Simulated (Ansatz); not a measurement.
# LaO4: the cost of one run

Computed with Ansatz 0.2.0 (DFT PBE, scalar-relativistic, plane waves, PAW, unless a step's input says otherwise).

## 1. The system as given

It takes space group I4/mmm (No. 139, tetragonal). The conventional cell has a = 4.031 Å, b = 4.031 Å, c = 10.063 Å, α = 90.00°, β = 90.00°, γ = 90.00°. Around La (site symmetry 4/mmm) lie 16 O at 3.04 to 3.22 Å. Around O (site symmetry -4m2) lie 8 O at 2.49 to 2.85 Å and 4 La at 3.22 Å. O (site symmetry 4mm) has 5 O at 2.10 to 2.49 Å and 4 La at 3.04 Å as nearest neighbours.

As a file:

```xyz
5
Lattice="-2.0155 2.0155 5.0315 2.0155 -2.0155 5.0315 2.0155 2.0155 -5.0315" Properties=species:S:1:pos:R:3 pbc="T T T"
La    0.0000    0.0000    0.0000
O     0.0000    2.0155    2.5157
O     2.0155    0.0000    2.5157
O     0.0000    0.0000    3.9821
O     0.0000    0.0000    6.0808
```

The cell is invented: species swapped into a database cell of SrAl4 (I4/mmm, No. 139), with La on the Sr sites and O on the Al sites. Its size is a rough estimate.

## 2. Probe: one point on a coarse mesh

File input.yaml:

```yaml
crystal:
  lattice:
    - [-2.01551838, 2.01551838, 5.03147756]
    - [2.01551838, -2.01551838, 5.03147756]
    - [2.01551838, 2.01551838, -5.03147756]
  atoms:
    - { symbol: La, position: [0.0, 0.0, 0.0] }
    - { symbol: O, position: [0.75, 0.25, 0.5] }
    - { symbol: O, position: [0.25, 0.75, 0.5] }
    - { symbol: O, position: [0.39572001, 0.39572001, 0.0] }
    - { symbol: O, position: [0.60427999, 0.60427999, 0.0] }
basis:
  ecutwfc: 420
kpoints:
  mp_grid: { grid: [6, 6, 6] }
hamiltonian:
  xc: pbe
scf:
  occupations: { method: gaussian, width: 0.1 }
  lower_state_search: "off"
output:
  forces: true
  stress: true
  eigenvalues: true
```

Command:

```
$ ansatz run input.yaml --threads 1 --pin off --max-ram 2560MiB --backend cpu --events-out ev --progress --plain --runs-dir out
```

What time and memory should one allow on 1 thread of AMD EPYC 7R43 (Zen 3), shared host?

About 4.9 s, with a peak of 0.41 GiB.
